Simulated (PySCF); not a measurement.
# BH₉N₂Si₂: electronic excitations and core binding energies

What electronic excitations and core binding energies should BH₉N₂Si₂ (`N[SiH2]B(N)[SiH3]`) show?

The runs use PySCF 2.14.0, with density-fitted response routines of our own; the level of theory stands in each step. All values are computed, except where a source is named. Atoms count from 0, in the outputs and in this text.

## 1. The molecule as given

14 atoms, charge 0, multiplicity 1; geometry from: GFN2-xTB.

Bonds of the start (Å): N0–Si1 1.73, Si1–B2 1.97, B2–N3 1.39, B2–Si4 1.97, N0–H5 1.01, N0–H6 1.01, Si1–H7 1.48, Si1–H8 1.49, N3–H9 1.01, N3–H10 1.01, Si4–H11 1.48, Si4–H12 1.47, Si4–H13 1.48.

## 2. Excited states and response: PBE0/def2-SVPD

What the job is given:

```
{"job": {"kind": "uv", "xc": "PBE0", "basis": "def2-SVPD", "nstates": 8, "ntriplets": 3}, "charge": 0, "multiplicity": 1}
N     -1.846771    -1.380836    -0.073658
Si    -1.484037     0.264729     0.334271
B      0.469442     0.501067     0.287347
N      1.033417     1.375373     1.201592
Si     1.677791    -0.397796    -0.983119
H     -1.355982    -1.798723    -0.847518
H     -2.811019    -1.670976    -0.096348
H     -2.150394     0.415521     1.646377
H     -2.222497     1.239135    -0.518550
H      0.510383     1.884209     1.898297
H      2.020881     1.576906     1.260876
H      1.411875    -0.072490    -2.398059
H      1.639028    -1.870851    -0.934059
H      3.107203    -0.065740    -0.799617
```

Level: TDDFT PBE0/def2-SVPD, vertical, gas phase, core orbitals frozen in the response.

Command:

```sh
> OMP_NUM_THREADS=1 python probes_run.py task.json out
```

The driver reads the jobs from task.json and runs them one after another.

What it wrote:

```text
coarse grid: 12040 points
cycle   1  E = -717.9809793341  dE =  1.864e-01  |g| = 4.698e-01  |ddm| = 4.887e+00
cycle   2  E = -717.9444784033  dE =  3.650e-02  |g| = 6.229e-01  |ddm| = 1.888e+00
cycle   3  E = -718.0330711057  dE = -8.859e-02  |g| = 6.114e-02  |ddm| = 1.096e+00
cycle   4  E = -718.0339676358  dE = -8.965e-04  |g| = 1.919e-02  |ddm| = 1.575e-01
cycle   5  E = -718.0340757186  dE = -1.081e-04  |g| = 4.838e-03  |ddm| = 4.413e-02
cycle   6  E = -718.0340846936  dE = -8.975e-06  |g| = 9.913e-04  |ddm| = 1.593e-02
final grid: 105392 points
cycle   7  E = -718.1143896555  dE = -1.590e-05  |g| = 6.973e-03  |ddm| = 6.853e-02
cycle   8  E = -718.1143787047  dE =  1.095e-05  |g| = 9.969e-03  |ddm| = 2.601e-02
cycle   9  E = -718.1144011136  dE = -2.241e-05  |g| = 5.643e-04  |ddm| = 1.392e-02
cycle  10  E = -718.1144012121  dE = -9.851e-08  |g| = 1.569e-04  |ddm| = 1.339e-03
cycle  11  E = -718.1144012187  dE = -6.635e-09  |g| = 5.376e-05  |ddm| = 4.275e-04
cycle  12  E = -718.1144012193  dE = -5.880e-10  |g| = 2.312e-05  |ddm| = 9.136e-05
converged SCF energy = -718.1144012193

Static polarisability (au): isotropic 89.138, principal 73.471 92.471 101.472

Singlet excitations
state   eV       nm        f      main configurations
  1   4.6337    267.6   0.00166   H->L 0.84, H-1->L 0.15
  2   5.0132    247.3   0.00095   H-1->L 0.84, H->L 0.15
  3   5.7432    215.9   0.01279   H->L+1 0.85, H->L+2 0.12
  4   6.3308    195.8   0.01494   H->L+2 0.53, H-1->L+1 0.36
  5   6.4780    191.4   0.03828   H-1->L+1 0.61, H->L+2 0.31
  6   6.8789    180.2   0.01985   H-3->L 0.81, H-2->L 0.10
  7   6.9660    178.0   0.08665   H-2->L 0.62, H-4->L 0.27
  8   6.9802    177.6   0.07327   H-1->L+2 0.94

Triplet excitations (Tamm-Dancoff, eV): 4.0450 4.6774 5.3170
```

Run time: 25 s. Hardware: 1 thread of Arm Neoverse V2, shared host; peak memory 0.72 GiB.

Frontier orbitals and where they lie:

```csv
orbital,eV,atoms
HOMO−3,-9.28,"Si4 34 %, H12 20 %, H13 16 %"
HOMO−2,-9.00,"N3 42 %, B2 11 %, Si4 11 %"
HOMO−1,-7.67,"B2 28 %, Si1 19 %, Si4 17 %"
HOMO,-7.03,"N0 54 %, Si1 15 %, H8 12 %"
LUMO,-1.18,"B2 37 %, N3 21 %, Si4 15 %"
LUMO+1,-0.11,"B2 19 %, Si1 16 %, Si4 13 %"
LUMO+2,0.36,"B2 21 %, Si4 21 %, Si1 15 %"
```

With each of the 8 states as a Gaussian band of 0.4 eV half-width at 1/e, the curve within the window shown has maxima at 260 nm (ε 88), 179 nm (ε 7,700) L/(mol cm). Beyond the last state computed it falls off for lack of states. The curve at chosen wavelengths:

nm, ε (L/mol/cm) and a bar:
```
      170       3907 ################
      175       6906 ############################
      181       7391 ##############################
      186       5627 #######################
      192       3527 ##############
      197       2328 #########
      203       1370 ######
      208        930 ####
      214        686 ###
      219        552 ##
      225        383 ##
      230        252 #
      236        145 #
      241        101 
      247         84 
      252         84 
      258         87 
      263         87 
      269         80 
      274         70 
      280         55 
      285         42 
      291         29 
      296         20 
      302         12 
      307          7
```

Leading natural transition orbitals of singlet state 7: the hole lies on H7 23 %; N3 16 %; H8, H12 about 12 % each; the particle on B2 49 %; N3 11 %.

Leading natural transition orbitals of singlet state 1: the hole lies on N0 35 %; B2 17 %; H8 15 %; the particle on B2 50 %; N3 12 %.

Further results of this job:

```csv
property,computed
dipole moment (D),1.73
polarisability (Å³),13.21
HOMO–LUMO gap (eV),5.85
−ε(HOMO) (eV),7.03
```

The fields below are evaluated on a grid from the run's orbitals.

Frontier orbitals at PBE0/def2-SVPD, with the share of their density that lies nearest to each atom:

```
orbital  energy (eV)                                    lies on
   HOMO        -7.03    N0 53 %; H8 18 %; H5, H6 about 7 % each
   LUMO        -1.18  B2 49 %; N3 12 %; Si1, Si4 about 6 % each
```

ELF in a plane through or near 10 of the atoms.

Values, 10 rows by 14 columns:
```
0.00 0.00 0.00 0.00 0.00 0.00 0.00 0.00 0.00 0.00 0.00 0.00 0.00 0.00
0.00 0.00 0.00 0.00 0.00 0.00 0.01 0.00 0.00 0.00 0.00 0.00 0.00 0.00
0.00 0.00 0.00 0.01 0.09 0.52 0.98 0.36 0.02 0.66 0.46 0.00 0.00 0.00
0.00 0.00 0.00 0.62 0.99 0.45 0.76 0.06 0.45 1.00 1.00 0.36 0.00 0.00
0.00 0.00 0.01 0.01 0.06 0.48 0.13 0.88 0.09 0.19 0.46 0.02 0.00 0.00
0.00 0.03 0.98 1.00 0.68 0.85 0.85 0.69 0.33 0.91 0.50 0.34 0.01 0.00
0.00 0.04 0.99 1.00 0.33 0.46 0.39 0.03 0.60 0.90 0.81 0.89 0.09 0.00
0.00 0.00 0.06 0.10 0.23 0.88 0.76 0.03 0.53 0.87 0.05 0.01 0.00 0.00
0.00 0.00 0.00 0.00 0.01 0.10 0.05 0.00 0.00 0.00 0.00 0.00 0.00 0.00
0.00 0.00 0.00 0.00 0.00 0.00 0.00 0.00 0.00 0.00 0.00 0.00 0.00 0.00
```
The map spans 11.4 Å across and 10.4 Å up, centred on the molecule. Atoms in the plane (x, y in Å): N0 (2.1, -0.9), B2 (-0.5, 0.5), N3 (-1.2, 1.7), Si4 (-1.6, -1.1), H5 (1.6, -1.7), H6 (3.1, -1.0), H7 (2.1, 1.6), H9 (-0.7, 2.6), H10 (-2.2, 1.8), H13 (-3.1, -0.9).

On the surface of density 0.002 e/bohr³ the electrostatic potential runs, from the 1st to the 99th percentile, from -1.31 V near N0 to 1.98 V near H9.

## 3. X-ray photoelectron lines: SCAN, X2C

The job, as its differences from that of step 2:

```diff
@@ -1,2 +1,2 @@
-{"job": {"kind": "uv", "xc": "PBE0", "basis": "def2-SVPD", "nstates": 8, "ntriplets": 3}, "charge": 0, "multiplicity": 1}
+{"job": {"kind": "xps"}, "charge": 0, "multiplicity": 1}
 N     -1.846771    -1.380836    -0.073658
```

Method: delta-SCF UKS SCAN, pcX-2 on the ionised atom, pcseg-1 elsewhere, spin-free X2C.

What it wrote:

```text
ground state, core basis on atom 0 (N), 154 functions
  cycle   1  E = -719.78712382  |g| = 5.94e-01
  cycle   2  E = -719.65505588  |g| = 9.67e-01
  cycle   3  E = -719.86522388  |g| = 1.13e-01
  cycle   4  E = -719.86843665  |g| = 3.20e-02
  cycle   5  E = -719.86870645  |g| = 1.04e-02
  cycle   6  E = -719.86874529  |g| = 2.65e-03
  cycle   7  E = -719.86874612  |g| = 8.83e-04
  cycle   8  E = -719.86874747  |g| = 3.76e-04
  E(ground) = -719.93766566 Eh
hole in N 1s of atom 0
  cycle   1  E = -704.31595602  |g| = 1.86e+00
  cycle   2  E = -703.76549191  |g| = 2.00e+00
  cycle   3  E = -704.97118100  |g| = 3.56e-01
  cycle   4  E = -704.99761054  |g| = 1.88e-01
  cycle   5  E = -705.01328031  |g| = 7.42e-02
  cycle   6  E = -705.01596422  |g| = 1.27e-02
  cycle   7  E = -705.01605921  |g| = 4.40e-03
  cycle   8  E = -705.01607293  |g| = 1.85e-03
  cycle   9  E = -705.01607400  |g| = 6.18e-04
  cycle  10  E = -705.01607380  |g| = 1.85e-04
  E(ion) = -705.08343355 Eh   <S^2> = 0.7642   hole on atom = 1.000   binding energy = 404.204 eV
ground state, core basis on atom 1 (Si), 165 functions
  cycle   1  E = -719.95107140  |g| = 2.87e-01
  cycle   2  E = -719.95107042  |g| = 4.21e-02
  cycle   3  E = -719.95085196  |g| = 4.52e-02
  cycle   4  E = -719.95125234  |g| = 1.37e-02
  cycle   5  E = -719.95129036  |g| = 2.09e-03
  cycle   6  E = -719.95129043  |g| = 4.79e-04
  E(ground) = -719.98033526 Eh
hole in Si 1s of atom 1
  cycle   1  E = -651.05203084  |g| = 4.35e+00
  cycle   2  E = -651.14953149  |g| = 2.13e+00
  cycle   3  E = -651.72862210  |g| = 8.04e-01
  cycle   4  E = -652.02221590  |g| = 4.17e-01
  cycle   5  E = -652.09694248  |g| = 1.69e-01
  cycle   6  E = -652.11120873  |g| = 3.99e-02
  cycle   7  E = -652.11155018  |g| = 2.87e-02
  cycle   8  E = -652.11194509  |g| = 5.19e-03
  cycle   9  E = -652.11195736  |g| = 1.10e-03
  cycle  10  E = -652.11195959  |g| = 2.05e-04
  E(ion) = -652.14884988 Eh   <S^2> = 0.7521   hole on atom = 1.000   binding energy = 1845.789 eV
hole in Si 2p of atom 1
  cycle   1  E = -715.70978953  |g| = 1.24e+00
  cycle   2  E = -715.54076641  |g| = 1.13e+00
  cycle   3  E = -715.96767820  |g| = 3.45e-01
  cycle   4  E = -716.02276734  |g| = 1.62e-01
  cycle   5  E = -716.03394764  |g| = 5.51e-02
  cycle   6  E = -716.03546793  |g| = 2.15e-02
  cycle   7  E = -716.03568407  |g| = 5.25e-03
  cycle   8  E = -716.03569943  |g| = 1.26e-03
  cycle   9  E = -716.03569921  |g| = 3.29e-04
  E(ion) = -716.07569492 Eh   <S^2> = 0.7518   hole on atom = 1.002   binding energy = 106.251 eV
  2p3/2 = 106.021 eV   2p1/2 = 106.644 eV
ground state, core basis on atom 2 (B), 154 functions
  cycle   1  E = -719.84648925  |g| = 5.30e-02
  cycle   2  E = -719.84616505  |g| = 4.50e-02
  cycle   3  E = -719.84661204  |g| = 2.48e-02
  cycle   4  E = -719.84676629  |g| = 7.51e-03
  cycle   5  E = -719.84678029  |g| = 1.11e-03
  cycle   6  E = -719.84677974  |g| = 3.34e-04
  E(ground) = -719.91868571 Eh
hole in B 1s of atom 2
  cycle   1  E = -712.24284738  |g| = 1.18e+00
  cycle   2  E = -709.89853599  |g| = 2.08e+00
  cycle   3  E = -712.36121429  |g| = 7.63e-01
  cycle   4  E = -712.60015005  |g| = 3.68e-01
  cycle   5  E = -712.64649701  |g| = 2.33e-01
  cycle   6  E = -712.67071778  |g| = 7.76e-02
  cycle   7  E = -712.67420405  |g| = 1.90e-02
  cycle   8  E = -712.67450007  |g| = 7.07e-03
  cycle   9  E = -712.67458766  |g| = 4.30e-03
  cycle  10  E = -712.67462493  |g| = 2.77e-03
  cycle  11  E = -712.67465642  |g| = 1.46e-03
  cycle  12  E = -712.67466260  |g| = 7.74e-04
  cycle  13  E = -712.67466433  |g| = 2.92e-04
  E(ion) = -712.74707169 Eh   <S^2> = 0.8161   hole on atom = 1.000   binding energy = 195.150 eV
ground state, core basis on atom 3 (N), 154 functions
  cycle   1  E = -719.86626868  |g| = 7.28e-02
  cycle   2  E = -719.86622391  |g| = 1.85e-02
  cycle   3  E = -719.86613764  |g| = 2.52e-02
  cycle   4  E = -719.86632640  |g| = 4.46e-03
  cycle   5  E = -719.86633110  |g| = 4.49e-04
  E(ground) = -719.93513849 Eh
hole in N 1s of atom 3
  cycle   1  E = -704.25278884  |g| = 1.86e+00
  cycle   2  E = -701.40601881  |g| = 2.57e+00
  cycle   3  E = -704.50139937  |g| = 9.25e-01
  cycle   4  E = -704.90089734  |g| = 3.60e-01
  cycle   5  E = -704.94969566  |g| = 1.47e-01
  cycle   6  E = -704.96050396  |g| = 3.24e-02
  cycle   7  E = -704.96117943  |g| = 9.70e-03
  cycle   8  E = -704.96123680  |g| = 3.97e-03
  cycle   9  E = -704.96124817  |g| = 1.03e-03
  cycle  10  E = -704.96124984  |g| = 4.02e-04
  E(ion) = -705.02959699 Eh   <S^2> = 0.7645   hole on atom = 1.000   binding energy = 405.600 eV
ground state, core basis on atom 4 (Si), 165 functions
  cycle   1  E = -719.94525958  |g| = 2.85e-01
  cycle   2  E = -719.94534322  |g| = 2.84e-02
  cycle   3  E = -719.94534899  |g| = 1.80e-02
  cycle   4  E = -719.94537996  |g| = 5.67e-03
  cycle   5  E = -719.94538803  |g| = 1.07e-03
  cycle   6  E = -719.94538838  |g| = 2.09e-04
  E(ground) = -719.97493992 Eh
hole in Si 1s of atom 4
  cycle   1  E = -651.04825415  |g| = 4.35e+00
  cycle   2  E = -649.74897949  |g| = 2.38e+00
  cycle   3  E = -647.84548871  |g| = 2.15e+00
  cycle   4  E = -652.05965371  |g| = 3.00e-01
  cycle   5  E = -652.09481705  |g| = 1.52e-01
  cycle   6  E = -652.10767094  |g| = 7.35e-02
  cycle   7  E = -652.10985384  |g| = 3.87e-02
  cycle   8  E = -652.11060168  |g| = 8.02e-03
  cycle   9  E = -652.11063804  |g| = 2.40e-03
  cycle  10  E = -652.11064156  |g| = 6.17e-04
  cycle  11  E = -652.11064157  |g| = 1.84e-04
  E(ion) = -652.14828531 Eh   <S^2> = 0.7523   hole on atom = 1.000   binding energy = 1845.657 eV
hole in Si 2p of atom 4
  cycle   1  E = -715.70512802  |g| = 1.23e+00
  cycle   2  E = -714.24373079  |g| = 1.49e+00
  cycle   3  E = -715.66519286  |g| = 8.16e-01
  cycle   4  E = -716.00232800  |g| = 1.75e-01
  cycle   5  E = -716.02397385  |g| = 1.21e-01
  cycle   6  E = -716.02997203  |g| = 5.44e-02
  cycle   7  E = -716.03134063  |g| = 1.88e-02
  cycle   8  E = -716.03152273  |g| = 3.58e-03
  cycle   9  E = -716.03152921  |g| = 1.13e-03
  cycle  10  E = -716.03153034  |g| = 4.11e-04
  E(ion) = -716.07313524 Eh   <S^2> = 0.7522   hole on atom = 1.002   binding energy = 106.174 eV
  2p3/2 = 105.989 eV   2p1/2 = 106.612 eV
```

Wall time 54 s (1 thread of Arm Neoverse V2, shared host); peak memory 0.47 GiB.

The holes in one table. −ε is the ground-state orbital energy:

```csv
hole,stands for,environment,ΔSCF (eV; 2p as the shell's mean),−ε (eV),⟨S²⟩
N1s on N0,N0,"nitrogen bonded to Si, 2 H",404.20,385.1,0.764
Si1s on Si1,Si1,"silicon bonded to B, N, 2 H",1845.79,1792.6,0.752
Si2p on Si1,Si1,"silicon bonded to B, N, 2 H",106.23,95.5,0.752
B1s on B2,B2,"boron bonded to N, 2 Si",195.15,180.0,0.816
N1s on N3,N3,"nitrogen bonded to B, 2 H",405.60,386.7,0.765
Si1s on Si4,Si4,"silicon bonded to B, 3 H",1845.66,1792.6,0.752
Si2p on Si4,Si4,"silicon bonded to B, 3 H",106.20,95.5,0.752
```

With the spin-orbit splitting: Si1 2p3/2 106.02, 2p1/2 106.64 eV; Si4 2p3/2 105.99, 2p1/2 106.61 eV. The table gives each 2p level as the mean over the whole 2p shell (two parts 2p3/2, one part 2p1/2), which differs a little from the single hole in the log.

## 4. What came out

| quantity | value |
| --- | --- |
| lowest singlet (PBE0/def2-SVPD) | 4.63 eV (268 nm), f = 0.002 |
| brightest single state of those computed | state 7, 6.97 eV, f = 0.087 |
| lowest triplet | 4.04 eV |
| surface potential, 1st and 99th percentile | -1.31 V and 1.98 V |
| N1s binding energies, SCAN/pcX-2 | N3 405.60, N0 404.20 eV |
| Si1s binding energies, SCAN/pcX-2 | Si1 1845.79, Si4 1845.66 eV |
| Si2p binding energies, SCAN/pcX-2 | Si1 106.23, Si4 106.20 eV |
| B1s binding energies, SCAN/pcX-2 | B2 195.15 eV |

**Reading.** The lowest singlet, at 4.63 eV, is HOMO→LUMO 0.84, HOMO−1→LUMO 0.15 and is weak; of the 8 states computed, the strongest absorption comes from states 7 to 8 together at 6.97 eV (the last computed, so partners may be missing). The lowest triplet lies 0.59 eV below the lowest singlet (triplets in Tamm-Dancoff, singlets in full TDDFT). At PBE0/def2-SVPD, counted by nearest atom on the grid, the HOMO lies on N0 53 %; H8 18 %, the LUMO on B2 49 %; N3 12 %. N3 (nitrogen bonded to B, 2 H) binds its N1s electron 1.40 eV more tightly than N0 (nitrogen bonded to Si, 2 H). The Si1s levels kept as sound span 0.13 eV, from Si4 (silicon bonded to B, 3 H) up to Si1 (silicon bonded to B, N, 2 H). The Si2p levels computed lie within 0.03 eV of one another, too close to rank.
